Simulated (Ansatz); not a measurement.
**ZrPRu: properties at the relaxed cell**

An exercise on one series of results from a longer session: the logs are not shown, and one member is left open.

Computed with Ansatz 0.2.0 (DFT PBEsol, scalar-relativistic, plane waves, PAW, unless a step's input says otherwise).

## The starting structure

The structure is hexagonal, space group P-62m (No. 189). Conventional cell: a = 6.408 Å, b = 6.408 Å, c = 3.775 Å, α = 90.00°, β = 90.00°, γ = 120.00°. Zr (site symmetry m2m) has 5 P at 2.67 to 2.70 Å and 6 Ru at 2.88 to 2.99 Å in its first shell of neighbours. P (site symmetry -6) has 3 Ru at 2.47 Å and 6 Zr at 2.70 Å in its first shell of neighbours. P (site symmetry -62m) has 6 Ru at 2.45 Å and 3 Zr at 2.67 Å in its first shell of neighbours. Ru (site symmetry m2m) has 4 P at 2.45 to 2.47 Å and 2 Ru at 2.71 Å in its first shell of neighbours.

Structure file:

```xyz
9
Lattice="6.4075 0.0000 0.0000 -3.2038 5.5491 0.0000 0.0000 0.0000 3.7752" Properties=species:S:1:pos:R:3 pbc="T T T"
Zr    1.3325    2.3080    0.0000
Zr    3.7425    0.0000    0.0000
Zr   -1.8713    3.2411    0.0000
P     3.2038    1.8497    1.8876
P     0.0000    3.6994    1.8876
P     0.0000    0.0000    0.0000
Ru    2.4214    4.1940    1.8876
Ru    1.5647    0.0000    1.8876
Ru   -0.7823    1.3550    1.8876
```

It goes back to an entry of the Materials Project, which need not be the stable form.

It is the result of an earlier relaxation at this level (volume 14.91 Å³/atom; gap on the mesh: none (metal)).

Set-up of the first run:

File input.yaml:

```yaml
crystal:
  lattice:
    - [6.3427998786, 0.0, 0.0]
    - [-3.1713999393, 5.493025826, 0.0]
    - [0.0, 0.0, 3.7370578778]
  atoms:
    - { symbol: Zr, position: [0.4159186291, 0.4159186291, 0.0] }
    - { symbol: Zr, position: [0.5840813709, 0.0, 0.0] }
    - { symbol: Zr, position: [0.0, 0.5840813709, 0.0] }
    - { symbol: P, position: [0.6666666667, 0.3333333333, 0.5] }
    - { symbol: P, position: [0.3333333333, 0.6666666667, 0.5] }
    - { symbol: P, position: [0.0, 0.0, 0.0] }
    - { symbol: Ru, position: [0.7558067318, 0.7558067318, 0.5] }
    - { symbol: Ru, position: [0.2441932682, 0.0, 0.5] }
    - { symbol: Ru, position: [0.0, 0.2441932682, 0.5] }
basis:
  ecutwfc: 420
kpoints:
  mp_grid: { grid: [6, 6, 10] }
hamiltonian:
  xc: pbesol
scf:
  occupations: { method: gaussian, width: 0.1 }
output:
  forces: true
  stress: true
  eigenvalues: true
relax:
  adjacent_minimum: "off"
  f_tol: 0.01
  max_steps: 30
  cell: { stress_tol: 0.1, fix: [volume] }
```

On the command line:

```
$ ansatz run input.yaml --threads 2 --pin off --max-ram 5120MiB --backend cpu --events-out ev --progress --plain --runs-dir out
```

Among the steps run: Point at V/V0 = 0.97; Point at V/V0 = 1.03; The cell scaled to 0.94 of its volume; Point at V/V0 = 1.06.

One table of the session follows, with a row left open; its other results are not shown here.

It belongs to the step «Equation of state». 

| volume (Å³/atom) | energy above the lowest point (meV/atom) | pressure (GPa) |
| --- | --- | --- |
| 14.020 | 42.9 | 16.28 |
| 14.467 | ? | ? |
| 14.914 | 0.0 | 0.00 |
| 15.362 | 9.1 | -6.34 |
| 15.809 | 34.6 | -11.71 |

Estimate the missing values for volume (Å³/atom) = 14.467.

Worked estimate for «energy above the lowest point (meV/atom)». A straight line through the neighbours (14.020, 42.9) and (14.914, 0.0) gives 42.9 + (0.0 − 42.9) × (14.467 − 14.020) / (14.914 − 14.020) = 21.4; a parabola fitted to 3 rows on both sides gives 11.3.

**Answer.** energy above the lowest point (meV/atom): 10.1; pressure (GPa): 7.47. In «energy above the lowest point (meV/atom)» the line misses by +11.3 and the parabola by +1.2.
